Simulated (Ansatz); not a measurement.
# Ni: the cost of one run

Method: DFT PBEsol, scalar-relativistic, plane waves, PAW, in Ansatz 0.2.0.

3 further runs of the same task are left out: 3 set aside as unsound or not needed.

### 1 The starting structure

The structure is cubic, space group Fm-3m (No. 225). Conventional cell: a = 3.536 Å, b = 3.536 Å, c = 3.536 Å, α = 90.00°, β = 90.00°, γ = 90.00°. Ni (site symmetry m-3m) has 12 Ni at 2.50 Å as nearest neighbours.

Coordinates:

```
CELL_PARAMETERS angstrom
0.00000 1.76795 1.76795
1.76795 0.00000 1.76795
1.76795 1.76795 0.00000
ATOMIC_POSITIONS crystal
Ni 0.00000 0.00000 0.00000
```

This is candidate A: structure reported for this formula (Fm-3m, No. 225).

(A quick probe on a coarse mesh, which set the mesh and smearing, is not shown.)

### 3 Coarse relaxation (candidate A)

Contents of input.yaml:

```yaml
crystal:
  lattice:
    - [0.0, 1.76795, 1.76795]
    - [1.76795, 0.0, 1.76795]
    - [1.76795, 1.76795, 0.0]
  atoms:
    - { symbol: Ni, position: [0.0, 0.0, 0.0], spin: 0.81 }
basis:
  ecutwfc: 420
kpoints:
  mp_grid: { grid: [8, 8, 8] }
hamiltonian:
  xc: pbesol
scf:
  occupations: { method: gaussian, width: 0.1 }
  lower_state_search: "off"
output:
  forces: true
  stress: true
  eigenvalues: true
  populations: true
magnetization:
  spin_polarized: true
relax:
  adjacent_minimum: "off"
  f_tol: 0.04
  max_steps: 70
  cell: { stress_tol: 0.4 }
```

What time and memory should one allow on 1 thread of an x86-64 CPU, shared host?

About 3.2 s, with a peak of 0.39 GiB.
